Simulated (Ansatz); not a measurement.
**Nickel, beta-Sn type under PBEsol: ground state and equation of state**

The plan for nickel in the beta-Sn type structure: relax it, solve it on a dense k-mesh, then scale the cell to 7 volumes from 88 to 112 % of the relaxed one and try a fit of the equation of state. Spin polarisation is left out, though the real metal is magnetic, so this state lies above the ground state. The k-meshes are 15×15×10 for the relaxation; 25×25×24 for the dense run; 17×17×16 for the volumes.

Program: Ansatz 0.2.0. Level of theory: DFT PBEsol, plane waves (420 eV) with PAW, scalar-relativistic; PBE-made PAW files. These are calculated values, not measurements.

### Step 1. The structure to begin with

The structure is tetragonal, space group I4_1/amd (No. 141). Conventional cell: a = 4.382 Å, b = 4.382 Å, c = 2.393 Å, α = 90.00°, β = 90.00°, γ = 90.00°. Ni (site symmetry -4m2) has 6 Ni at 2.27 to 2.39 Å as nearest neighbours.

As a file:

```xyz
2
Lattice="-2.1911 2.1911 1.1963 2.1911 -2.1911 1.1963 2.1911 2.1911 -1.1963" Properties=species:S:1:pos:R:3 pbc="T T T"
Ni    0.0000    0.0000    0.0000
Ni    0.0000    2.1911    0.5982
```

### Step 2. Relaxation of the cell

Input file input.yaml:

```yaml
crystal:
  lattice:
    - [-2.1910720922, 2.1910720922, 1.1963253623]
    - [2.1910720922, -2.1910720922, 1.1963253623]
    - [2.1910720922, 2.1910720922, -1.1963253623]
  atoms:
    - { symbol: Ni, position: [0.0, 0.0, 0.0] }
    - { symbol: Ni, position: [0.75, 0.25, 0.5] }
hamiltonian:
  xc: pbesol
  pseudopotentials:
    kind: paw
    azcp:
      Ni: "pseudopotentials/Ni.paw.azcp"
basis:
  ecutwfc: 420
  fft_grid_basis: typed
kpoints:
  mp_grid: { grid: [15, 15, 10], shift: [0, 0, 0] }
magnetization:
  spin_polarized: false
scf:
  occupations: { method: fermi_dirac, width: 0.1 }
relax:
  max_steps: 60
  f_tol: 0.01
  cell: {}
output:
  write_density: true
  write_potential: true
  elf: true
  volumetric_format: npy
```

Further steps of the session: Dense single point; Volume × 0.88; Volume × 0.92; Volume × 0.96; Volume × 1.0; Volume × 1.04; Volume × 1.08; Volume × 1.12.

**Question.** What will these runs give? Wanted: space group; conventional cell; volume; shortest distance; gap on the mesh; relative to fcc, ferromagnetic; V₀, B₀, B₀′.

**Answer**, as computed:

```
                      quantity                                  value
space group (spins left aside)                          Fddd (No. 70)
             conventional cell  a = 2.395 Å, b = 4.272 Å, c = 8.203 Å
                        volume                         10.491 Å³/atom
             shortest distance                                2.388 Å
               gap on the mesh           none (levels filled in part)
relative to fcc, ferromagnetic                          +128 meV/atom
                   V₀, B₀, B₀′           10.467 Å³/atom, 227 GPa, 4.8
```

In words: The relaxation shrank the cell by 8.7 % in volume. The cell has left its prototype: it ends as Fddd. What follows belongs to that structure, not to the type named at the start. The mesh has less symmetry than the lattice, which may have let the distortion in. It lies 128 meV/atom above the element's reference form at the same level (fcc, ferromagnetic, from a run of its own); part of this is magnetic energy, as this run has no moments. No gap shows: it is a metal or semimetal at this level. The fitted modulus is 227 GPa; letting shape and positions relax at each volume could only lower it.
